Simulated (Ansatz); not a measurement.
# ZnSe: strong compression

The task here is to estimate one member of a computed series from the others.

Method: DFT, LDA, PAW with Ansatz's default frozen-core files, scalar-relativistic, in Ansatz 0.2.0.

## The starting structure

Symmetry: F-43m, No. 216, cubic system. The conventional cell has a = 5.760 Å, b = 5.760 Å, c = 5.760 Å, α = 90.00°, β = 90.00°, γ = 90.00°. Zn (site symmetry -43m) is surrounded by 4 Se at 2.49 Å. Around Se (site symmetry -43m) lie 4 Zn at 2.49 Å.

As a file:

```cif
data_structure
_symmetry_space_group_name_H-M 'P 1'
_symmetry_Int_Tables_number 1
_cell_length_a 4.0727
_cell_length_b 4.0727
_cell_length_c 4.0727
_cell_angle_alpha 60.000
_cell_angle_beta 60.000
_cell_angle_gamma 60.000
_cell_volume 47.77
loop_
_atom_site_label
_atom_site_type_symbol
_atom_site_fract_x
_atom_site_fract_y
_atom_site_fract_z
_atom_site_occupancy
Zn1 Zn 0.00000 0.00000 0.00000 1
Se1 Se 0.25000 0.25000 0.25000 1
```

Whether this phase is the stable one at these pressures isn't tested.

Atoms are numbered in the order of the input: Zn1, Se2.

The first run:

File input.yaml:

```yaml
crystal:
  lattice:
    - [0.0, 2.8798249876, 2.8798249876]
    - [2.8798249876, 0.0, 2.8798249876]
    - [2.8798249876, 2.8798249876, 0.0]
  atoms:
    - { symbol: Zn, position: [0.0, 0.0, 0.0] }
    - { symbol: Se, position: [0.25, 0.25, 0.25] }
kpoints:
  mp_grid: { grid: [11, 11, 11] }
scf:
  occupations: { method: fermi_dirac, width: 0.08 }
hamiltonian:
  xc: lda
  pseudopotentials: { kind: paw }
output:
  forces: true
  stress: true
relax:
  f_tol: 0.005
  max_steps: 40
  cell: {}
```

Command:

```sh
$ ansatz run input.yaml --threads 1 --pin off --max-ram 2048MiB --backend cpu --events-out ev --progress --plain --runs-dir out
```

Steps of the session up to this table: Cell relaxed at zero pressure, PAW; Volume scaled by 1, PAW; Volume scaled by 0.94, PAW; Volume scaled by 0.88, PAW; Volume scaled by 0.8, PAW; Volume scaled by 0.72, PAW; Volume scaled by 0.64, PAW; Volume scaled by 0.55, PAW; Volume scaled by 0.55, PAW (cutoff 1000 eV).

One of the session's tables, all rows but one given; the rest of the session is left out.

| method | volume over the first | volume (Å³/atom) | pressure (GPa) | gap on the k mesh (eV) |
| --- | --- | --- | --- | --- |
| PAW | 1 | 21.576 | -0.01 | 1.25 |
| PAW | 0.94 | 20.281 | 5.09 | 1.51 |
| PAW | 0.88 | 18.986 | 12.22 | 1.81 |
| PAW | 0.8 | 17.260 | 26.49 | 2.12 |
| PAW | 0.72 | 15.534 | 49.49 | 1.78 |
| PAW | 0.64 | ? | ? | ? |
| PAW | 0.55 | 11.867 | 165.32 | 0.73 |
| PAW (cutoff 1000 eV) | 0.55 | 11.867 | 165.20 | 0.73 |

Q: Estimate the row for PAW, 0.64 from the others.

**Answer.** volume (Å³/atom): 13.808; pressure (GPa): 87.75; gap on the k mesh (eV): 1.35. In the column «volume (Å³/atom)» it lies between PAW (cutoff 1000 eV), 0.55 (11.867) and PAW, 0.72 (15.534).
